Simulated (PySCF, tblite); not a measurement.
# C5H8OS2Si: geometry, infrared bands and NMR shifts

Aim: predict the infrared bands and NMR shifts of C5H8OS2Si (`COc1sccc1S[SiH3]`).

Programs: tblite 0.8.0 and PySCF 2.14.0, with density-fitted response routines of our own. Each step states its level of theory. These are calculated values for one molecule in the gas phase, unless marked as measured. Atoms are numbered from 0 throughout.

### 1 Starting geometry

17 atoms, charge 0, multiplicity 1; geometry from: force field or distance geometry start.

Bonds of the start (Å): C0–O1 1.42, O1–C2 1.33, C2–S3 1.74, S3–C4 1.69, C4–C5 1.37, C5–C6 1.42, C6–S7 1.77, S7–Si8 2.15, C6–C2 1.39, C0–H9 1.10, C0–H10 1.09, C0–H11 1.10, C4–H12 1.09, C5–H13 1.09, Si8–H14 1.47, Si8–H15 1.48, Si8–H16 1.49.

### 2 Optimising the geometry with GFN2-xTB

The job: settings as JSON, then the geometry in Å.

```
{"job": {"kind": "relax", "xc": "GFN2-xTB", "basis": "xTB"}, "charge": 0, "multiplicity": 1}
C     -1.068700    -2.468200     0.466400
O     -0.198100    -1.453700    -0.014700
C     -0.667700    -0.221200    -0.189700
S     -2.261100     0.306800     0.250300
C     -2.013400     1.877600    -0.324800
C     -0.757100     2.037200    -0.860200
C      0.016900     0.846200    -0.762700
S      1.674800     0.789800    -1.371000
Si     2.872900     0.311600     0.343900
H     -1.431300    -2.242600     1.484800
H     -0.522400    -3.407500     0.508500
H     -1.922300    -2.612600    -0.217100
H     -2.805900     2.618000    -0.259500
H     -0.397700     2.967600    -1.290500
H      2.639100    -1.077600     0.780800
H      4.297200     0.483200    -0.003100
H      2.537900     1.257400     1.448700
```

Run with:

```
$ OMP_NUM_THREADS=1 python probes_run.py task.json out
```

The driver reads the jobs from task.json and runs them one after another.

**Question.** This job is followed by: GFN2-xTB harmonic vibrations, gas phase; GIAO PBE0/pcSseg-1 NMR shielding, non-relativistic, gas phase. Predict these results of the whole session: strongest single infrared mode (GFN2-xTB); zero-point energy (GFN2-xTB); ¹³C shifts against TMS (PBE0/pcSseg-1); ¹H shifts against TMS (PBE0/pcSseg-1, means over atoms taken as alike); ¹⁷O shifts against H2O (PBE0/pcSseg-1); ³³S shifts against CS2 (PBE0/pcSseg-1); ²⁹Si shifts against TMS (PBE0/pcSseg-1).

**Answer**, as computed:

| quantity | value |
| --- | --- |
| strongest single infrared mode (GFN2-xTB) | 746 cm⁻¹, 295 km/mol |
| zero-point energy (GFN2-xTB) | 70.8 kcal/mol |
| ¹³C shifts against TMS (PBE0/pcSseg-1) | 164.6, 133.3, 117.0, 113.0, 58.4 ppm |
| ¹H shifts against TMS (PBE0/pcSseg-1, means over atoms taken as alike) | 6.90, 6.46, 4.84, 3.89 ppm |
| ¹⁷O shifts against H2O (PBE0/pcSseg-1) | 99.0 ppm |
| ³³S shifts against CS2 (PBE0/pcSseg-1) | 182, -142 ppm |
| ²⁹Si shifts against TMS (PBE0/pcSseg-1) | -55.6 ppm |

The optimisation took 140 steps and gained 0.244 eV; among the close pairs (by a distance rule), Si8–H16 changed most, from 1.492 to 1.455 Å. No mode is imaginary among the 45: a minimum at this level. The strongest single mode, at 746 cm⁻¹, moves mainly H16 and H14. GFN2-xTB is a fitted tight-binding method: band positions and strengths are rough. Its intensities can rank the bands wrongly. At PBE0/pcSseg-1: The widest tensor belongs to S7: span 461 ppm, with a paramagnetic part of -411 ppm. NICS(1)zz of -22 ppm above the planar ring from C2 marks a diatropic (aromatic) ring current.
